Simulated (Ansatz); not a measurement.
# HgC2S2N2: the cost of one run

Program: Ansatz 0.2.0. Level of theory: DFT, levels as named, plane waves, PAW. These are calculated values, not measurements.

### 1 The system as given

Symmetry: C2/m, No. 12, monoclinic system. The conventional cell has a = 10.878 Å, b = 4.042 Å, c = 6.435 Å, α = 90.00°, β = 95.28°, γ = 90.00°. Hg (site symmetry 2/m) has 2 S at 2.38 Å as nearest neighbours. Around C (site symmetry m) lie 1 N at 1.18 Å. S (site symmetry m) is surrounded by 1 C at 1.62 Å. N (site symmetry m) is surrounded by 1 C at 1.18 Å.

Structure file:

```xyz
7
Lattice="5.4390 -2.0210 0.0000 5.4390 2.0210 0.0000 -0.5922 0.0000 6.4077" Properties=species:S:1:pos:R:3 pbc="T T T"
Hg    0.0000    0.0000    0.0000
C     2.6911    0.0000    1.4488
C     7.5947    0.0000    4.9589
S     1.1896    0.0000    2.0646
S     9.0962    0.0000    4.3431
N     3.7973    0.0000    1.0496
N     6.4885    0.0000    5.3581
```

### 2 Relaxation with PBE

Contents of input.yaml:

```yaml
crystal:
  lattice:
    - [5.439, -2.021, 0.0]
    - [5.439, 2.021, 0.0]
    - [-0.59216806, 0.0, 6.40769553]
  atoms:
    - { symbol: Hg, position: [0.0, 0.0, 0.0] }
    - { symbol: C, position: [0.2597, 0.2597, 0.2261] }
    - { symbol: C, position: [0.7403, 0.7403, 0.7739] }
    - { symbol: S, position: [0.1269, 0.1269, 0.3222] }
    - { symbol: S, position: [0.8731, 0.8731, 0.6778] }
    - { symbol: "N", position: [0.358, 0.358, 0.1638] }
    - { symbol: "N", position: [0.642, 0.642, 0.8362] }
  symmetry: { tolerance: 0.0003 }
hamiltonian:
  xc: pbe
  pseudopotentials: { kind: paw, azcp: { folder: soft_1 } }
basis:
  ecutwfc: 420
magnetization:
  spin_polarized: false
scf:
  occupations: { method: fermi_dirac, width: 0.02 }
kpoints:
  mp_grid: { grid: [2, 2, 2], shift: [0, 0, 0] }
output:
  forces: true
  stress: true
  eigenvalues: true
relax:
  max_steps: 60
  cell: {}
```

The run is started by

```console
$ ansatz run input.yaml --threads 2 --pin off --max-ram 5632MiB --backend cpu --events-out ev --progress --plain --runs-dir out
```

**Question.** How long does this run take on 2 threads of Intel Xeon Platinum 8259CL at 2.50GHz (Skylake/Cascade Lake), shared host, and how much memory does it need?

About 44 s, with a peak of 0.5 GiB.
